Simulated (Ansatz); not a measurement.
**C₂H₅FSi: basis-set convergence**

Aim: see how fast density functionals converge with the basis set for C₂H₅FSi.

Method: one geometry, several basis sets; program: Ansatz 0.2.0, Gaussian basis.

Plan: PBE0-D4/def2-SVP; ωB97M-V/def2-SVP; PBE0-D4/def2-QZVPP; ωB97M-V/def2-QZVPP; the functionals' def2-TZVPP values are taken from earlier runs.

## 1. The geometry

All runs share one geometry, relaxed beforehand with PBE0-D4 in a triple-zeta def2 set.

SMILES `FC1C[SiH2]1`, 9 atoms, charge 0, spin multiplicity 1.

Atoms are counted from 1 here; the program's logs count them from 0.

Bond lengths: F1–C2 1.372 Å, C2–C3 1.522 Å, C2–Si4 1.863 Å, C2–H5 1.088 Å, C3–Si4 1.860 Å, C3–H6 1.087 Å, C3–H7 1.085 Å, Si4–H8 1.478 Å, Si4–H9 1.476 Å. Angles: F1–C2–C3 116.1°, F1–C2–Si4 122.7°, F1–C2–H5 110.6°, C3–C2–Si4 65.8°, C3–C2–H5 115.4°, Si4–C2–H5 119.1°, C2–C3–Si4 66.0°, C2–C3–H6 113.5°, C2–C3–H7 117.8°, Si4–C3–H6 113.5°, Si4–C3–H7 124.8°, H6–C3–H7 113.1°, C2–Si4–C3 48.2°, C2–Si4–H8 119.3°, C2–Si4–H9 119.0°, C3–Si4–H8 121.2°, C3–Si4–H9 116.4°, H8–Si4–H9 115.9°.

As a file:

```
F    -1.4896    0.9600    0.9993
C    -0.7667    0.5111   -0.0768
C     0.7471    0.5960    0.0523
Si    0.0958   -1.1405   -0.0933
H    -1.1784    0.9014   -1.0050
H     1.0835    0.8501    1.0547
H     1.2925    1.1204   -0.7252
H     0.1958   -1.8924   -1.3621
H     0.1085   -1.9524    1.1390
```

## 2. PBE0-D4 in def2-SVP

Input file in.yaml:

```yaml
crystal:
  periodic: [false, false, false]
  atoms:
    - {symbol: F, position_ang: [-1.489593, 0.960019, 0.999296]}
    - {symbol: C, position_ang: [-0.766728, 0.511095, -0.076843]}
    - {symbol: C, position_ang: [0.747097, 0.596010, 0.052327]}
    - {symbol: Si, position_ang: [0.095843, -1.140534, -0.093284]}
    - {symbol: H, position_ang: [-1.178406, 0.901374, -1.005045]}
    - {symbol: H, position_ang: [1.083522, 0.850051, 1.054733]}
    - {symbol: H, position_ang: [1.292483, 1.120432, -0.725192]}
    - {symbol: H, position_ang: [0.195817, -1.892361, -1.362099]}
    - {symbol: H, position_ang: [0.108466, -1.952387, 1.139006]}
basis:
  gaussian: {orbitals: def2-SVP}
hamiltonian: {xc: pbe0, dispersion: d4}
output: {orbitals: {seedname: orbitals}}
```

Started as:

```console
> ansatz run in.yaml --threads 2 --pin off --events-out ev --progress --plain --max-ram 4352MiB
```

After this run come: ωB97M-V in def2-SVP; PBE0-D4 in def2-QZVPP; ωB97M-V in def2-QZVPP.

**Question.** What will the summary of the whole plan be? Wanted: PBE0-D4: double and triple zeta above quadruple; ωB97M-V: double and triple zeta above quadruple.

**Answer**, as computed:

| quantity | value |
| --- | --- |
| PBE0-D4: double and triple zeta above quadruple | 9.03, 0.53 eV |
| ωB97M-V: double and triple zeta above quadruple | 9.21, 0.50 eV |

What this shows: For PBE0-D4 the step from double to triple zeta gains 8.50 eV and the next only 0.53 eV. Total energies overstate the basis error of differences, where much of it tends to cancel. The LUMO of ωB97M-V is positive and keeps falling with the basis (2.35 to 1.29 eV): an unbound level that the basis holds in place.
